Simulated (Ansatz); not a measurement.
# ScZn: the cost of one run

Computed with Ansatz 0.2.0 (DFT LDA, scalar-relativistic, plane waves, PAW, unless a step's input says otherwise).

3 further runs of the same task are left out: 3 set aside as unsound or not needed.

### Step 1. The starting structure

It takes space group Pm-3m (No. 221, cubic). The conventional cell has a = 3.257 Å, b = 3.257 Å, c = 3.257 Å, α = 90.00°, β = 90.00°, γ = 90.00°. Sc (site symmetry m-3m) has 8 Zn at 2.82 Å as nearest neighbours. Around Zn (site symmetry m-3m) lie 8 Sc at 2.82 Å.

Coordinates:

```
Sc Zn
1.0
     3.25702    0.00000    0.00000
     0.00000    3.25702    0.00000
     0.00000    0.00000    3.25702
Sc Zn
1 1
Direct
  0.00000 0.00000 0.00000
  0.50000 0.50000 0.50000
```

It is the result of an earlier relaxation at this level (volume 17.28 Å³/atom; gap on the mesh: none (metal)).

### Step 2. Relaxing at 3 GPa

At a set pressure the run lowers the enthalpy E + PV, so the energy alone may rise along the way.

Contents of input.yaml:

```yaml
crystal:
  lattice:
    - [3.2570241457, 0.0, 0.0]
    - [0.0, 3.2570241457, 0.0]
    - [0.0, 0.0, 3.2570241457]
  atoms:
    - { symbol: Sc, position: [0.0, 0.0, 0.0] }
    - { symbol: Zn, position: [0.5, 0.5, 0.5] }
basis:
  ecutwfc: 420
kpoints:
  mp_grid: { grid: [14, 14, 14] }
hamiltonian:
  xc: lda
scf:
  occupations: { method: fermi_dirac, width: 0.15 }
output:
  forces: true
  stress: true
  eigenvalues: true
relax:
  adjacent_minimum: "off"
  f_tol: 0.001
  max_steps: 60
  cell: { stress_tol: 0.02, p_target: 3.0 }
```

Command:

```console
$ ansatz run input.yaml --threads 1 --pin off --max-ram 3072MiB --backend cpu --events-out ev --progress --plain --runs-dir out
```

Q: Estimate wall time and peak memory on 1 thread of Arm Neoverse V1, shared host.

About 21 s, with a peak of 0.36 GiB.
